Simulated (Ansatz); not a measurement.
# C2H7NO2Si: the cost of one run

Method: UKS PBE0-D4/STO-3G, in Ansatz 0.2.0.

## (1) The structure to begin with

Bond lengths: N1–Si2 1.705 Å, Si2–C3 1.856 Å, C3–O4 1.291 Å, Si2–C5 1.895 Å, C5–O6 1.429 Å, N1–H7 1.062 Å, N1–H8 0.972 Å, Si2–H9 1.457 Å, C3–H10 1.110 Å, C5–H11 1.133 Å, C5–H12 1.117 Å, O6–H13 0.994 Å. Angles (14 of 19 angles, heavy atoms first): N1–Si2–C3 112.4°, N1–Si2–C5 110.9°, C3–Si2–C5 111.1°, Si2–C3–O4 118.9°, Si2–C5–O6 117.2°, N1–Si2–H9 102.7°, C3–Si2–H9 110.6°, C5–Si2–H9 108.8°, Si2–N1–H7 103.4°, Si2–N1–H8 109.8°, Si2–C3–H10 119.8°, O4–C3–H10 121.1°, Si2–C5–H11 107.5°, Si2–C5–H12 108.9°.

Structure file:

```xyz
13

N    -0.9776   -1.5634   -0.3847
Si    0.3280   -0.5565    0.0487
C     0.8192   -0.7625    1.8265
O     1.5410    0.1520    2.3835
C    -0.0564    1.2560   -0.3488
O    -0.7473    1.5234   -1.5705
H    -1.4750   -1.0082   -1.1418
H    -0.6452   -2.3533   -0.8427
H     1.3934   -1.0141   -0.8331
H     0.5796   -1.7065    2.3586
H    -0.6955    1.6625    0.4940
H     0.8959    1.8401   -0.3333
H    -0.9397    2.4958   -1.6416
```

## (2) Relaxing end A

input.yaml

```yaml
crystal:
  periodic: [false, false, false]
  atoms:
    - { symbol: "N", position_ang: [-0.9776, -1.5634, -0.3847] }
    - { symbol: Si, position_ang: [0.328, -0.5565, 0.0487] }
    - { symbol: C, position_ang: [0.8192, -0.7625, 1.8265] }
    - { symbol: O, position_ang: [1.541, 0.152, 2.3835] }
    - { symbol: C, position_ang: [-0.0564, 1.256, -0.3488] }
    - { symbol: O, position_ang: [-0.7473, 1.5234, -1.5705] }
    - { symbol: H, position_ang: [-1.475, -1.0082, -1.1418] }
    - { symbol: H, position_ang: [-0.6452, -2.3533, -0.8427] }
    - { symbol: H, position_ang: [1.3934, -1.0141, -0.8331] }
    - { symbol: H, position_ang: [0.5796, -1.7065, 2.3586] }
    - { symbol: H, position_ang: [-0.6955, 1.6625, 0.494] }
    - { symbol: H, position_ang: [0.8959, 1.8401, -0.3333] }
    - { symbol: H, position_ang: [-0.9397, 2.4958, -1.6416] }
magnetization:
  spin_polarized: true
basis:
  gaussian: { orbitals: STO-3G }
hamiltonian:
  xc: pbe0
  dispersion: d4
relax:
  f_tol: 0.02
  max_steps: 50
```

Command:

```bash
ansatz run input.yaml --threads 1 --pin off --max-ram 2048MiB --backend cpu --events-out ev --progress --plain --runs-dir out
```

Q: Estimate wall time and peak memory on 1 thread of Arm Neoverse N1, shared host.

About 5 min, with a peak of 0.18 GiB.
